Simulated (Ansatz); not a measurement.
# CH₄ClFGeO: one species, many methods

The task here is to estimate one member of a computed series from the others.

Computed with Ansatz 0.2.0, Gaussian basis. Level: functionals in def2-TZVPP, the program's frozen cores in correlated methods.

The runs, in order: LDA (SPW92), PBE-D4, revPBE-D4, BLYP-D4, r2SCAN-D4, B97M-V, PBE0-D4, B3LYP-D4, r2SCANh-D4, r2SCAN0-D4, HSE06-D4, BHLYP-D4, CAM-B3LYP-D4, LC-ωPBE, ωB97X-V, ωB97M-V, B2PLYP, PBE-QIDH; CCSD(T)/def2-SVP; CCSD(T)/def2-TZVPP; MP2/def2-QZVPP; extrapolation to the limit; RPA on PBE.

## The relaxed structure

All runs share one geometry, relaxed beforehand with PBE0-D4 in a triple-zeta def2 set.

9 atoms, charge 0, spin multiplicity 1.

Atoms are counted from 1 here; the program's logs count them from 0.

Bond lengths: C1–Ge2 1.916 Å, C1–H6 1.090 Å, C1–H7 1.089 Å, C1–H8 1.090 Å, Ge2–O3 1.752 Å, Ge2–F4 1.731 Å, Ge2–Cl5 2.140 Å, O3–H9 0.961 Å. Angles: Ge2–C1–H6 109.4°, Ge2–C1–H7 109.4°, Ge2–C1–H8 108.9°, H6–C1–H7 109.7°, H6–C1–H8 109.6°, H7–C1–H8 109.7°, C1–Ge2–O3 110.7°, C1–Ge2–F4 110.7°, C1–Ge2–Cl5 113.9°, O3–Ge2–F4 107.6°, O3–Ge2–Cl5 109.6°, F4–Ge2–Cl5 104.1°, Ge2–O3–H9 113.6°.

The first run:

Input file in.yaml:

```yaml
crystal:
  periodic: [false, false, false]
  atoms:
    - {symbol: C, position_ang: [-1.337618, 0.192924, -0.038602]}
    - {symbol: Ge, position_ang: [0.552038, 0.013665, 0.221051]}
    - {symbol: O, position_ang: [1.251083, -1.018833, -1.009569]}
    - {symbol: F, position_ang: [0.891658, -0.703803, 1.759554]}
    - {symbol: Cl, position_ang: [1.600111, 1.879072, 0.272469]}
    - {symbol: H, position_ang: [-1.527650, 0.687642, -0.990572]}
    - {symbol: H, position_ang: [-1.759948, 0.784654, 0.772573]}
    - {symbol: H, position_ang: [-1.789616, -0.799037, -0.044486]}
    - {symbol: H, position_ang: [2.208544, -1.082584, -0.959517]}
basis:
  gaussian: {orbitals: def2-TZVPP}
hamiltonian: {xc: lda}
output: {orbitals: {seedname: orbitals}}
```

Among the steps run: LDA; PBE-D4 (GGA); revPBE-D4 (GGA); BLYP-D4 (GGA); r2SCAN-D4 (meta-GGA); B97M-V (meta-GGA); PBE0-D4 (hybrid); B3LYP-D4 (hybrid); r2SCANh-D4 (hybrid); r2SCAN0-D4 (hybrid); HSE06-D4 (hybrid); BHLYP-D4 (hybrid); CAM-B3LYP-D4 (range-separated); LC-ωPBE (range-separated); ωB97X-V (range-separated); ωB97M-V (range-separated); B2PLYP (double hybrid); PBE-QIDH (double hybrid).

One of the session's tables, all rows but one given; the rest of the session is left out.

It belongs to the step «Orbital energies across the functionals». 

```
  functional  HOMO (eV)  gap (eV)
 LDA (SPW92)      -7.84      6.40
      PBE-D4      -7.65      6.50
   revPBE-D4      -7.58      6.56
     BLYP-D4      -7.52      6.38
   r2SCAN-D4      -8.06      7.32
      B97M-V      -8.15      7.35
     PBE0-D4          ?         ?
    B3LYP-D4      -8.95      8.46
  r2SCANh-D4      -8.65      8.27
  r2SCAN0-D4      -9.51      9.65
    HSE06-D4      -8.84      8.34
    BHLYP-D4     -10.59     11.37
CAM-B3LYP-D4     -10.66     11.47
     LC-ωPBE     -12.10     14.28
     ωB97X-V     -11.71     13.72
     ωB97M-V     -11.55     13.25
```

**Question.** Estimate the row for PBE0-D4.

As computed: HOMO (eV): -9.24; gap (eV): 9.12. In the column «HOMO (eV)» it lies between r2SCAN0-D4 (-9.51) and B3LYP-D4 (-8.95).
